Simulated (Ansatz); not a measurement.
# CH₇AlSiTe: a ladder of functionals and wavefunction methods

One table from this session's results is given with a row withheld; the runs are named, their logs left out.

Method: functionals in def2-TZVPP, the program's frozen cores in correlated methods; program: Ansatz 0.2.0, Gaussian basis.

Plan: PBE-D4, r2SCAN-D4, PBE0-D4, B3LYP-D4, ωB97X-V, ωB97M-V, B2PLYP; CCSD(T)/def2-TZVPP; MP2/def2-QZVPP; extrapolation to the limit.

**Structure used throughout**

The geometry comes from an earlier relaxation with PBE0-D4 in a triple-zeta def2 set; it is a stationary point, not always the lowest conformer. Te takes the def2 core potential; no spin-orbit term is included.

11 atoms, charge 0, spin multiplicity 1.

Atoms are counted from 1 here; the program's logs count them from 0.

Bond lengths: C1–Te2 2.154 Å, C1–H5 1.087 Å, C1–H6 1.087 Å, C1–H7 1.087 Å, Te2–Al3 2.510 Å, Al3–Si4 2.452 Å, Al3–H8 1.586 Å, Si4–H9 1.490 Å, Si4–H10 1.491 Å, Si4–H11 1.491 Å. Angles: Te2–C1–H5 108.3°, Te2–C1–H6 109.8°, Te2–C1–H7 107.8°, H5–C1–H6 110.3°, H5–C1–H7 110.4°, H6–C1–H7 110.2°, C1–Te2–Al3 99.1°, Te2–Al3–Si4 121.4°, Te2–Al3–H8 115.2°, Si4–Al3–H8 123.4°, Al3–Si4–H9 113.2°, Al3–Si4–H10 110.5°, Al3–Si4–H11 110.9°, H9–Si4–H10 107.3°, H9–Si4–H11 107.4°, H10–Si4–H11 107.4°.

Geometry (Å):

```xyz
11
CH7AlSiTe
C    -1.0314    1.9016    0.5336
Te   -0.0706    0.9968    2.2360
Al    0.9006   -1.0281    1.1150
Si    0.5723   -1.4448   -1.2791
H    -0.5286    2.8409    0.3177
H    -0.9688    1.2349   -0.3224
H    -2.0716    2.0801    0.7947
H     1.7300   -1.9924    2.0632
H    -0.3585   -0.4744   -1.9219
H     1.8715   -1.3609   -2.0068
H     0.0205   -2.8106   -1.5094
```

The first run:

Contents of in.yaml:

```yaml
crystal:
  periodic: [false, false, false]
  atoms:
    - {symbol: C, position_ang: [-1.031411, 1.901587, 0.533585]}
    - {symbol: Te, position_ang: [-0.070578, 0.996798, 2.236038]}
    - {symbol: Al, position_ang: [0.900607, -1.028070, 1.115028]}
    - {symbol: Si, position_ang: [0.572345, -1.444804, -1.279140]}
    - {symbol: H, position_ang: [-0.528608, 2.840911, 0.317750]}
    - {symbol: H, position_ang: [-0.968809, 1.234863, -0.322359]}
    - {symbol: H, position_ang: [-2.071625, 2.080131, 0.794696]}
    - {symbol: H, position_ang: [1.729954, -1.992364, 2.063155]}
    - {symbol: H, position_ang: [-0.358500, -0.474427, -1.921877]}
    - {symbol: H, position_ang: [1.871542, -1.360876, -2.006762]}
    - {symbol: H, position_ang: [0.020483, -2.810647, -1.509415]}
basis:
  gaussian: {orbitals: def2-TZVPP}
hamiltonian: {xc: pbe, dispersion: d4}
output: {forces: true, orbitals: {seedname: orbitals}}
```

On the command line:

```
$ ansatz run in.yaml --threads 4 --pin off --events-out ev --progress --plain --max-ram 10444MiB
```

Among the steps run: PBE-D4 (GGA); r2SCAN-D4 (meta-GGA); PBE0-D4 (hybrid); B3LYP-D4 (hybrid); ωB97X-V (range-separated); ωB97M-V (range-separated); B2PLYP (double hybrid); CCSD(T) in def2-TZVPP; MP2 in def2-QZVPP.

One of the session's tables, all rows but one given; the rest of the session is left out.

| method | atomisation energy (kJ/mol) |
| --- | --- |
| PBE-D4 | 3273.7 |
| r2SCAN-D4 | 3276.2 |
| PBE0-D4 | 3253.5 |
| B3LYP-D4 | 3266.8 |
| ωB97X-V | 3290.0 |
| ωB97M-V | 3257.5 |
| B2PLYP | 3219.7 |
| HF/def2-TZVPP | ? |
| MP2/def2-TZVPP | 3188.4 |
| CCSD/def2-TZVPP | 3158.8 |
| CCSD(T)/def2-TZVPP | 3200.5 |
| MP2/CBS | 3282.7 |
| CCSD(T)/CBS | 3294.8 |

**Question.** Estimate the row for HF/def2-TZVPP.

As computed: atomisation energy (kJ/mol): 2441.4. In the column «atomisation energy (kJ/mol)» it is the lowest.

To keep in mind: Free atoms (1 C, 1 Te, 1 Al, 1 Si, 7 H) were run apart at each level; the atomisation energy is their sum less the molecule, without zero-point or spin-orbit terms.
